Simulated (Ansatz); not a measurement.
# InSiH4F (SMILES [F][InH][SiH3]) at wB97X/def2-SVP (core potential)

Aim: the vertical singlet–triplet gap of InSiH4F at wB97X/def2-SVP (core potential), from 2 runs. 

Program for the calculation: Ansatz 0.2.0.

56 further runs of the same task are left out: 56 set aside as unsound or not needed.

## (1) Starting point

InSiH4F: 7 atoms, total charge 0, spin state singlet. SMILES: `[F][InH][SiH3]`. The coordinates come from a PBE0-D4/def2-TZVP relaxation.

Bond lengths: F1–In2 1.968 Å, In2–Si3 2.558 Å, In2–H4 1.714 Å, Si3–H5 1.486 Å, Si3–H6 1.486 Å, Si3–H7 1.487 Å. Angles: F1–In2–Si3 109.2°, F1–In2–H4 109.4°, Si3–In2–H4 141.4°, In2–Si3–H5 109.2°, In2–Si3–H6 109.1°, In2–Si3–H7 111.4°, H5–Si3–H6 109.2°, H5–Si3–H7 109.0°, H6–Si3–H7 109.0°.

## (2) A single-point energy at wB97X/def2-SVP (core potential)

The input, in.yaml:

```yaml
crystal:
  periodic: [false, false, false]
  atoms:
    - symbol: F
      position_ang: [-0.196000, -2.340000, 1.298800]
    - symbol: In
      position_ang: [-0.756000, -1.164900, -0.176800]
    - symbol: Si
      position_ang: [0.528000, 1.043100, -0.028600]
    - symbol: H
      position_ang: [-1.937800, -1.965900, -1.125300]
    - symbol: H
      position_ang: [1.986000, 0.765900, -0.108800]
    - symbol: H
      position_ang: [0.226000, 1.696000, 1.272200]
    - symbol: H
      position_ang: [0.149800, 1.965800, -1.131400]
basis:
  gaussian: {orbitals: def2-SVP}
hamiltonian: {xc: {name: wB97X}}
accuracy: high
output: {orbitals: {seedname: orbitals}}
```

Command:

```console
$ ansatz run in.yaml --threads 1 --pin off --max-ram 3480MiB --events-out events.jsonl --progress --plain --runs-dir runs
```

Output:

```text
Warning: RAYON_NUM_THREADS=1 ignored (pool sized by the plan → 1); use --threads N
Functional definition: wB97X
  name "wB97X"
  parameter omega = 0.3/bohr
  parameter cx = 0.157706
  parameter cx1 = 0.726479
  parameter cx2 = 1.04760
  parameter cx3 = -5.70635
  parameter cx4 = 13.2794
  parameter css1 = -4.33879
  parameter css2 = 18.2308
  parameter css3 = -31.7430
  parameter css4 = 17.2901
  parameter cos1 = 2.37031
  parameter cos2 = -11.3995
  parameter cos3 = 6.58405
  parameter cos4 = -3.78132
  exchange = spin_sum(e_x_unif_sr(omega)*poly(b97_u_x, 1 - cx, cx1, cx2, cx3, cx4)) + cx*exact_x_sr(omega)
      + exact_x_lr(omega)
  correlation = spin_sum(e_c_pw_same_spin*poly(b97_u_same, 1, css1, css2, css3, css4))
      + integral(e_c_pw_opposite_spin*poly(b97_u_opposite, 1, cos1, cos2, cos3, cos4))
1767 factors; integrals over basis functions are off by at most 7.9e-9 eV
383 factors; integrals over basis functions are off by at most 2.2e-9 eV
mean field evaluation 1: about -15826.1450 eV, gradient 4.0e1 eV
mean field evaluation 2: about -15823.3819 eV, gradient 6.2e1 eV
mean field evaluation 4: about -15829.3353 eV, gradient 6.2e-1 eV
mean field evaluation 8: about -15829.3733 eV, gradient 4.3e-2 eV
mean field evaluation 16: about -15829.3733 eV, gradient 3.4e-5 eV
mean field -15829.37327791 eV, -581.7187384284 hartree, gradient 4.9e-8 eV, S^2 0.000000; 0 other end points of the search recorded, 0 dependent functions left out
reference -15829.37327393 eV, -581.7187382824 hartree; 24, 24 occupied and 54, 54 virtual orbitals, 1767 factors
Total energy: -15829.37327393 eV, -581.7187382824 hartree
```

Run time: 23 s. Hardware: 1 thread of Arm Neoverse V2, shared host; peak memory 0.48 GiB.

## (3) The triplet at the same level

The input, run.yaml:

```yaml
crystal:
  periodic: [false, false, false]
  atoms:
    - {symbol: F, position_ang: [-0.196000, -2.340000, 1.298800]}
    - {symbol: In, position_ang: [-0.756000, -1.164900, -0.176800]}
    - {symbol: Si, position_ang: [0.528000, 1.043100, -0.028600]}
    - {symbol: H, position_ang: [-1.937800, -1.965900, -1.125300]}
    - {symbol: H, position_ang: [1.986000, 0.765900, -0.108800]}
    - {symbol: H, position_ang: [0.226000, 1.696000, 1.272200]}
    - {symbol: H, position_ang: [0.149800, 1.965800, -1.131400]}
basis:
  gaussian: {orbitals: def2-SVP}
magnetization: {spin_polarized: true, initial_magnetization: 2}
hamiltonian: {xc: {name: wB97X}}
accuracy: high
output: {orbitals: {seedname: orbitals}}
```

Command:

```console
$ ansatz run run.yaml --threads 1 --pin off --max-ram 3480MiB --events-out events.jsonl --progress --plain --runs-dir runs
```

Output:

```text
Warning: RAYON_NUM_THREADS=1 ignored (pool sized by the plan → 1); use --threads N
[... 17 set-up lines as earlier in the session ...]
      + exact_x_lr(omega)
[... 1 set-up line as earlier in the session ...]
      + integral(e_c_pw_opposite_spin*poly(b97_u_opposite, 1, cos1, cos2, cos3, cos4))
1766 factors; integrals over basis functions are off by at most 7.9e-9 eV
383 factors; integrals over basis functions are off by at most 2.2e-9 eV
mean field evaluation 1: about -15821.2629 eV, gradient 2.8e1 eV
mean field evaluation 2: about -15811.6399 eV, gradient 6.1e1 eV
mean field evaluation 4: about -15824.7920 eV, gradient 7.7e-1 eV
mean field evaluation 8: about -15824.8571 eV, gradient 2.6e-1 eV
mean field evaluation 16: about -15824.8620 eV, gradient 7.8e-3 eV
mean field evaluation 32: about -15824.8620 eV, gradient 4.9e-7 eV
mean field -15824.86199021 eV, -581.5529516635 hartree, gradient 4.9e-8 eV, S^2 2.010399; 2 other end points of the search recorded, 0 dependent functions left out
reference -15824.86198761 eV, -581.5529515681 hartree; 25, 23 occupied and 53, 55 virtual orbitals, 1766 factors
Total energy: -15824.86198761 eV, -581.5529515681 hartree
```

Wall time 61 s (1 thread of Arm Neoverse V2, shared host); peak memory 0.84 GiB.

## (4) What came out

Level: wB97X/def2-SVP (core potential).

| quantity | value |
| --- | --- |
| singlet: total energy | -581.71874 Eh |
| singlet: HOMO energy | -10.01 eV |
| singlet: LUMO energy | -0.12 eV |
| singlet: HOMO–LUMO gap | 9.90 eV |
| triplet: total energy | -581.55295 Eh |
| triplet: HOMO energy (highest over α and β) | -5.56 eV |
| triplet: LUMO energy (lowest over α and β) | -4.48 eV |
| triplet: ⟨S²⟩ | 2.010 |
| vertical energy of the triplet above the singlet | 4.511 eV |

At this shape the triplet lies 4.51 eV (104 kcal/mol) above the singlet.
